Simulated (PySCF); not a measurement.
**Accurate constants of IBr, step by step**

An exercise on one series of results from a longer session: the logs are not shown, and one member is left open.

The runs use PySCF 2.14.0; CCSD(T) on RHF, scalar-relativistic core potentials.

2 further runs of the same task are left out: 2 set aside as unsound or not needed.

The first run:

```yaml
molecule: IBr
state: singlet, unpaired electrons none
smaller_basis: I cc-pVTZ-PP with ECP28, Br cc-pVTZ-PP with ECP10
larger_basis: I cc-pVQZ-PP with ECP28, Br cc-pVQZ-PP with ECP10
frozen_core_orbitals: 18
extrapolation: correlation as n⁻³ (n = 3, 4), Hartree–Fock as (n+1)·exp(−9√n)
corrections: none
distances_Å: 2.1833, 2.2826, 2.3818, 2.4811, 2.5803, 2.7044, 2.8284
masses_u: 126.9045, 78.9183
dissociation_limit: I + Br
```

Run with:

```
OMP_NUM_THREADS=4 python comp.py task.json out
```

One of the session's tables, all rows but one given; the rest of the session is left out.

Parts of the energy along the bond, in eV from I + Br:

```
 R (Å)  HF/CBS  CCSD corr.      (T)
2.1833   0.193      -1.287  -0.1502
2.2826  -0.377      -1.287  -0.1571
2.3818       ?           ?        ?
2.4811  -0.691      -1.303  -0.1753
2.5803  -0.600      -1.322  -0.1872
2.7044  -0.357      -1.355  -0.2055
2.8284  -0.032      -1.401  -0.2284
```

**Question.** Estimate the row for R (Å) = 2.3818.

Worked estimate for «HF/CBS». A straight line through the neighbours (2.2826, -0.377) and (2.4811, -0.691) gives -0.377 + (-0.691 + 0.377) × (2.3818 − 2.2826) / (2.4811 − 2.2826) = -0.534; a parabola fitted to 4 rows on both sides gives -0.644.

**Answer.** HF/CBS: -0.640; CCSD corr.: -1.292; (T): -0.1654. In «HF/CBS» the line misses by +0.106 and the parabola by -0.004.
